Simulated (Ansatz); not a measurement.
# One shape, several levels: triplet CH7GaSi

Wanted: a comparison of 6 runs (U-r2SCAN/6-31G*, UB3LYP/6-31G*, UCAM-B3LYP/6-31G*, RPA@PBE/6-31G*, UMP2/6-31G*, UBCCD(T)/6-31G*) of triplet CH7GaSi. 

The calculation is run with Ansatz 0.2.0.

71 further runs of the same task are left out: 71 set aside as unsound or not needed.

## Step 1: The structure to begin with

CH7GaSi: 10 atoms, total charge 0, spin state triplet. SMILES of the parent species: `[CH3][GaH][SiH3]`. The coordinates come from a PBE0-D4/def2-TZVP relaxation. That shape belongs to the parent species and isn't relaxed for this state.

Bond lengths: C1–Ga2 1.971 Å, Ga2–Si3 2.419 Å, C1–H4 1.090 Å, C1–H5 1.094 Å, C1–H6 1.093 Å, Ga2–H7 1.578 Å, Si3–H8 1.492 Å, Si3–H9 1.489 Å, Si3–H10 1.492 Å. Some angles: C1–Ga2–Si3 120.8°, C1–Ga2–H7 118.1°, Si3–Ga2–H7 121.0°, Ga2–C1–H4 113.1°, Ga2–C1–H5 109.2°, Ga2–C1–H6 110.1°, Ga2–Si3–H8 110.2°, Ga2–Si3–H9 114.2°, Ga2–Si3–H10 110.2°, H4–C1–H5 108.5°.

## Step 2: A single-point energy at U-r2SCAN/6-31G(d) (spherical functions) (run 1)

in.yaml reads:

```yaml
crystal:
  periodic: [false, false, false]
  atoms:
    - symbol: C
      position_ang: [-1.123300, 1.394100, -0.619200]
    - symbol: Ga
      position_ang: [0.561500, 0.659300, 0.093300]
    - symbol: Si
      position_ang: [0.786700, -1.705300, 0.550700]
    - symbol: H
      position_ang: [-1.924300, 0.656600, -0.670400]
    - symbol: H
      position_ang: [-0.947000, 1.785400, -1.626000]
    - symbol: H
      position_ang: [-1.454200, 2.236500, -0.005700]
    - symbol: H
      position_ang: [1.759600, 1.654600, 0.346000]
    - symbol: H
      position_ang: [0.531000, -2.496200, -0.688800]
    - symbol: H
      position_ang: [2.125000, -2.100900, 1.069700]
    - symbol: H
      position_ang: [-0.231700, -2.135100, 1.553300]
basis:
  gaussian: {orbitals: 6-31G_st_-spherical.json}
magnetization: {spin_polarized: true, initial_magnetization: 2}
hamiltonian: {xc: {name: r2SCAN}}
output: {orbitals: {seedname: orbitals}}
accuracy: high
```

The basis set 6-31G* is read from a file made from the Basis Set Exchange's data (not shown).

Command:

```
ansatz run in.yaml --threads 1 --pin off --max-ram 3480MiB --events-out events.jsonl --progress --plain --runs-dir runs
```

The log of the run:

```text
Warning: RAYON_NUM_THREADS=1 ignored (pool sized by the plan → 1); use --threads N
Functional definition: r2SCAN
  name "r2SCAN"
  parameter k0 = 0.174
  parameter k1 = 0.065
  parameter a1 = 4.9479
  exchange = r2scan_x(k0 = k0, k1 = k1, a1 = a1)
  correlation = r2scan_c
1761 factors; integrals over basis functions are off by at most 7.4e-9 eV
mean field evaluation 1: about -61386.8770 eV, gradient 3.6e1 eV
mean field evaluation 2: about -61372.7914 eV, gradient 5.5e1 eV
mean field evaluation 4: about -61392.4368 eV, gradient 6.7e0 eV
mean field evaluation 8: about -61392.7252 eV, gradient 3.0e-1 eV
mean field evaluation 16: about -61392.7264 eV, gradient 4.2e-4 eV
mean field evaluation 32: about -61391.8235 eV, gradient 6.3e0 eV
mean field -61392.72637789 eV, -2256.1410809028 hartree, gradient 4.7e-8 eV, S^2 2.005031; 3 other end points of the search recorded, 0 dependent functions left out
reference -61392.72638296 eV, -2256.1410810891 hartree; 30, 28 occupied and 48, 50 virtual orbitals, 1761 factors
Total energy: -61392.72638296 eV, -2256.1410810891 hartree
```

Run time: 35 s. Hardware: 1 thread of Arm Neoverse V1, shared host; peak memory 0.44 GiB.

## Step 3: The energy at UB3LYP/6-31G(d) (spherical functions) (run 2)

molecule.yaml reads:

```yaml
crystal:
  periodic: [false, false, false]
  atoms:
    - {symbol: C, position_ang: [-1.123300, 1.394100, -0.619200]}
    - {symbol: Ga, position_ang: [0.561500, 0.659300, 0.093300]}
    - {symbol: Si, position_ang: [0.786700, -1.705300, 0.550700]}
    - {symbol: H, position_ang: [-1.924300, 0.656600, -0.670400]}
    - {symbol: H, position_ang: [-0.947000, 1.785400, -1.626000]}
    - {symbol: H, position_ang: [-1.454200, 2.236500, -0.005700]}
    - {symbol: H, position_ang: [1.759600, 1.654600, 0.346000]}
    - {symbol: H, position_ang: [0.531000, -2.496200, -0.688800]}
    - {symbol: H, position_ang: [2.125000, -2.100900, 1.069700]}
    - {symbol: H, position_ang: [-0.231700, -2.135100, 1.553300]}
basis:
  gaussian: {orbitals: 6-31G_st_-spherical.json}
magnetization: {spin_polarized: true, initial_magnetization: 2}
hamiltonian: {xc: {name: B3LYP}}
accuracy: high
output: {orbitals: {seedname: orbitals}}
```

The basis set 6-31G* is read from a file made from the Basis Set Exchange's data (not shown).

Command:

```
ansatz run molecule.yaml --threads 1 --pin off --max-ram 3480MiB --events-out events.jsonl --progress --plain --runs-dir runs
```

The log of the run:

```text
Warning: RAYON_NUM_THREADS=1 ignored (pool sized by the plan → 1); use --threads N
Functional definition: B3LYP
  name "B3LYP"
  parameter a0 = 0.2
  parameter ax = 0.72
  parameter ac = 0.81
  exchange = (1 - a0 - ax)*slater_x + ax*b88_x + a0*exact_x
  correlation = (1 - ac)*vwn_rpa_c + ac*lyp_c
1761 factors; integrals over basis functions are off by at most 7.4e-9 eV
mean field evaluation 1: about -61391.1542 eV, gradient 3.4e1 eV
mean field evaluation 2: about -61380.7016 eV, gradient 5.0e1 eV
mean field evaluation 4: about -61396.4151 eV, gradient 3.7e0 eV
mean field evaluation 8: about -61396.6215 eV, gradient 1.6e-1 eV
mean field evaluation 16: about -61396.6226 eV, gradient 4.5e-4 eV
mean field evaluation 32: about -61395.8044 eV, gradient 6.4e0 eV
mean field -61396.62261211 eV, -2256.2842648695 hartree, gradient 8.4e-8 eV, S^2 2.002329; 2 other end points of the search recorded, 0 dependent functions left out
reference -61396.62266028 eV, -2256.2842666397 hartree; 30, 28 occupied and 48, 50 virtual orbitals, 1761 factors
Total energy: -61396.62266028 eV, -2256.2842666397 hartree
```

Run time: 19 s. Hardware: 1 thread of Arm Neoverse V1, shared host; peak memory 0.42 GiB.

Run 3 isn't shown in full; the table further down has it.

## Step 4: The energy at RPA@PBE/6-31G(d) (spherical functions) (run 4)

run.yaml reads:

```yaml
basis:
  gaussian:
    orbitals: 6-31G_st_-spherical.json
crystal:
  periodic: [false, false, false]
  atoms:
    - {symbol: C, position_ang: [-1.123300, 1.394100, -0.619200]}
    - {symbol: Ga, position_ang: [0.561500, 0.659300, 0.093300]}
    - {symbol: Si, position_ang: [0.786700, -1.705300, 0.550700]}
    - {symbol: H, position_ang: [-1.924300, 0.656600, -0.670400]}
    - {symbol: H, position_ang: [-0.947000, 1.785400, -1.626000]}
    - {symbol: H, position_ang: [-1.454200, 2.236500, -0.005700]}
    - {symbol: H, position_ang: [1.759600, 1.654600, 0.346000]}
    - {symbol: H, position_ang: [0.531000, -2.496200, -0.688800]}
    - {symbol: H, position_ang: [2.125000, -2.100900, 1.069700]}
    - {symbol: H, position_ang: [-0.231700, -2.135100, 1.553300]}
magnetization:
  spin_polarized: true
  initial_magnetization: 2
hamiltonian:
  xc: {name: PBE}
correlation:
  method: rpa
  frozen_orbitals: {C: 1, Ga: 9, H: 0, Si: 5}
accuracy: high
```

The basis set 6-31G* is read from a file made from the Basis Set Exchange's data (not shown).

Command:

```
ansatz run run.yaml --threads 1 --pin off --max-ram 3480MiB --events-out events.jsonl --progress --plain --runs-dir runs
```

The log of the run (excerpt; [...] marks lines left out):

```text
Warning: RAYON_NUM_THREADS=1 ignored (pool sized by the plan → 1); use --threads N
Functional definition: PBE
  name "PBE"
[...]
1761 factors; integrals over basis functions are off by at most 7.4e-9 eV
[...]
mean field -61380.75282174 eV, -2255.7010608303 hartree, gradient 1.2e-8 eV, S^2 2.002272; 6 other end points of the search recorded, 0 dependent functions left out
15 core orbitals not correlated: weight in the atoms' cores, before any rotation towards them, 1.000 or more for the frozen orbitals, at most 0.000 for the correlated occupied ones
reference -61324.00911934 eV, -2253.6157682295 hartree; 15, 13 occupied and 48, 50 virtual orbitals, 1761 factors
Total energy: -61344.12312709 eV, -2254.3549443805 hartree
```

It took 30 s on 1 thread of Arm Neoverse V1, shared host; peak memory 0.34 GiB.

Run 5 isn't shown in full; the table further down has it.

## Step 5: The energy at UBCCD(T)/6-31G(d) (spherical functions) (run 6)

Changes to in.yaml since step 2:

```diff
@@ -1 +1,4 @@
+basis:
+  gaussian:
+    orbitals: 6-31G_st_-spherical.json
 crystal:
@@ -23,7 +26,10 @@
       position_ang: [-0.231700, -2.135100, 1.553300]
-basis:
-  gaussian: {orbitals: 6-31G_st_-spherical.json}
-magnetization: {spin_polarized: true, initial_magnetization: 2}
-hamiltonian: {xc: {name: r2SCAN}}
-output: {orbitals: {seedname: orbitals}}
+magnetization:
+  spin_polarized: true
+  initial_magnetization: 2
+correlation:
+  method: bccd_t
+  frozen_orbitals: {C: 1, Ga: 9, H: 0, Si: 5}
 accuracy: high
+scf:
+  omitted_lower_state_checks: [cluster_reference, increment]
```

The basis set 6-31G* is read from a file made from the Basis Set Exchange's data (not shown).

Command:

```
ansatz run in.yaml --threads 1 --pin off --max-ram 3480MiB --events-out events.jsonl --progress --plain --runs-dir runs
```

The log of the run:

```text
Warning: RAYON_NUM_THREADS=1 ignored (pool sized by the plan → 1); use --threads N
[... 13 lines left out ...]
15 core orbitals not correlated: weight in the atoms' cores, before any rotation towards them, 1.000 or more for the frozen orbitals, at most 0.000 for the correlated occupied ones
[... 32 lines left out ...]
Total energy: -61338.63040495 eV, -2254.1530905650 hartree
Checks for a lower state left out: cluster_reference, increment
```

It took 69 s on 1 thread of Arm Neoverse V1, shared host; peak memory 0.8 GiB.

## Step 6: All runs side by side

```
run                                    level  frozen core orbitals   energy (Eh)   ⟨S²⟩  wall time
  1    U-r2SCAN/6-31G* (spherical functions)                     –  -2256.141081  2.005       35 s
  2      UB3LYP/6-31G* (spherical functions)                     –  -2256.284267  2.002       19 s
  3  UCAM-B3LYP/6-31G* (spherical functions)                     –  -2256.293406  2.003       25 s
  4     RPA@PBE/6-31G* (spherical functions)                    15  -2254.354944  2.002       30 s
  5        UMP2/6-31G* (spherical functions)                    15  -2254.108504  2.008      6.3 s
  6    UBCCD(T)/6-31G* (spherical functions)                    15  -2254.153091  2.008       69 s
```

## Step 7: Summary of results

| quantity | value |
| --- | --- |
| run 6: total energy | -2254.15309 Eh |
| run 6: correlation energy (15 core orbitals frozen) | -490.4 mEh |
| run 6: (T) correction | -14.97 mEh |
| run 6: ⟨S²⟩ of the reference determinant | 2.008 |

What this shows: Totals of different functionals can't be ranked against each other. All runs together took 3.1 min, the longest 69 s.
